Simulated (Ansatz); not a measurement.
**CH₃FSn: small, medium and large basis sets**

The task here is to estimate one member of a computed series from the others.

Method: one geometry, several basis sets; program: Ansatz 0.2.0, Gaussian basis.

The runs, in order: PBE0-D4/def2-SVP; ωB97M-V/def2-SVP; PBE0-D4/def2-QZVPP; ωB97M-V/def2-QZVPP; the functionals' def2-TZVPP values are taken from earlier runs.

## The geometry

The geometry comes from an earlier relaxation with PBE0-D4 in a triple-zeta def2 set; it is a stationary point. Sn takes the def2 core potential; no spin-orbit term is included.

SMILES `[CH3][Sn][F]`, 6 atoms, charge 0, spin multiplicity 1.

Atoms are counted from 1 here; the program's logs count them from 0.

Bond lengths: C1–Sn2 2.175 Å, C1–H4 1.094 Å, C1–H5 1.094 Å, C1–H6 1.092 Å, Sn2–F3 1.952 Å. Angles: Sn2–C1–H4 108.9°, Sn2–C1–H5 108.8°, Sn2–C1–H6 113.1°, H4–C1–H5 107.3°, H4–C1–H6 109.3°, H5–C1–H6 109.2°, C1–Sn2–F3 92.9°.

Set-up of the first run:

in.yaml reads:

```yaml
crystal:
  periodic: [false, false, false]
  atoms:
    - {symbol: C, position_ang: [-0.389799, 0.421217, -0.282863]}
    - {symbol: Sn, position_ang: [0.257138, -0.620491, 1.513588]}
    - {symbol: F, position_ang: [1.621583, -1.634137, 0.554098]}
    - {symbol: H, position_ang: [-0.684907, -0.317774, -1.033906]}
    - {symbol: H, position_ang: [0.458083, 0.979387, -0.691897]}
    - {symbol: H, position_ang: [-1.219998, 1.107698, -0.105220]}
basis:
  gaussian: {orbitals: def2-SVP}
hamiltonian: {xc: pbe0, dispersion: d4}
output: {orbitals: {seedname: orbitals}}
```

Among the steps run: PBE0-D4 in def2-SVP; ωB97M-V in def2-SVP; PBE0-D4 in def2-QZVPP; ωB97M-V in def2-QZVPP.

One table of the session follows, with a row left open; its other results are not shown here.

It belongs to the step «Functionals by basis». 

| functional | basis | HOMO (eV) | LUMO (eV) |
| --- | --- | --- | --- |
| PBE0-D4 | def2-SVP | -6.55 | -2.41 |
| PBE0-D4 | def2-TZVPP | -6.66 | -2.51 |
| PBE0-D4 | def2-QZVPP | -6.70 | -2.54 |
| ωB97M-V | def2-SVP | -8.62 | -0.56 |
| ωB97M-V | def2-TZVPP | ? | ? |
| ωB97M-V | def2-QZVPP | -8.78 | -0.82 |

Q: Estimate the row for ωB97M-V, def2-TZVPP from the others.

The run gave: HOMO (eV): -8.74; LUMO (eV): -0.76. In the column «HOMO (eV)» it lies between ωB97M-V, def2-QZVPP (-8.78) and ωB97M-V, def2-SVP (-8.62).
